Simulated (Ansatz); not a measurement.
# Hf: a tetragonal deformation path and further scans

The task here is to estimate one member of a computed series from the others.

Method: DFT PBEsol, scalar-relativistic, plane waves, PAW, in Ansatz 0.2.0.

### Starting point

Symmetry: Fm-3m, No. 225, cubic system. Conventional cell: a = 4.440 Å, b = 4.440 Å, c = 4.440 Å, α = 90.00°, β = 90.00°, γ = 90.00°. Around Hf (site symmetry m-3m) lie 12 Hf at 3.14 Å.

Coordinates:

```xyz
1
Lattice="0.0000 2.2200 2.2200 2.2200 0.0000 2.2200 2.2200 2.2200 0.0000" Properties=species:S:1:pos:R:3 pbc="T T T"
Hf    0.0000    0.0000    0.0000
```

The cell is taken as given, not relaxed at this level.

The first run:

input.yaml

```yaml
crystal:
  lattice:
    - [0.0, 2.22, 2.22]
    - [2.22, 0.0, 2.22]
    - [2.22, 2.22, 0.0]
  atoms:
    - { symbol: Hf, position: [0.0, 0.0, 0.0] }
basis:
  ecutwfc: 420
kpoints:
  mp_grid: { grid: [20, 20, 20] }
hamiltonian:
  xc: pbesol
scf:
  occupations: { method: gaussian, width: 0.15 }
output:
  forces: true
  stress: true
  eigenvalues: true
```

Launch:

```
$ ansatz run input.yaml --threads 1 --pin off --max-ram 1228MiB --backend cpu --events-out ev --progress --plain --runs-dir out
```

Among the steps run: Zero of the scan; Point ρ = 0.707; At ρ = 1.414; At ρ = 0.850; Point ρ = 1.200; ρ = 0.780; Point ρ = 1.300; At ρ = 0.920.

One of the session's tables, all rows but one given; the rest of the session is left out.

Collected from the runs (energy zero: the undisturbed cell):

```
    ρ  ΔE (meV/atom)  pressure (GPa)
0.707           99.6            -2.8
0.780              ?               ?
0.850           49.5            -1.8
0.920           15.8            -1.6
1.000            0.0            -1.5
1.200           79.9            -1.9
1.300          163.6            -2.3
1.414          287.9            -1.9
```

**Question.** Estimate the row for ρ = 0.780.

Worked estimate for «ΔE (meV/atom)». A straight line through the neighbours (0.707, 99.6) and (0.850, 49.5) gives 99.6 + (49.5 − 99.6) × (0.780 − 0.707) / (0.850 − 0.707) = 74.0; a parabola fitted to 3 rows on both sides gives 77.2.

As computed: ΔE (meV/atom): 84.1; pressure (GPa): -2.4. In «ΔE (meV/atom)» the line misses by -10.1 and the parabola by -6.9.
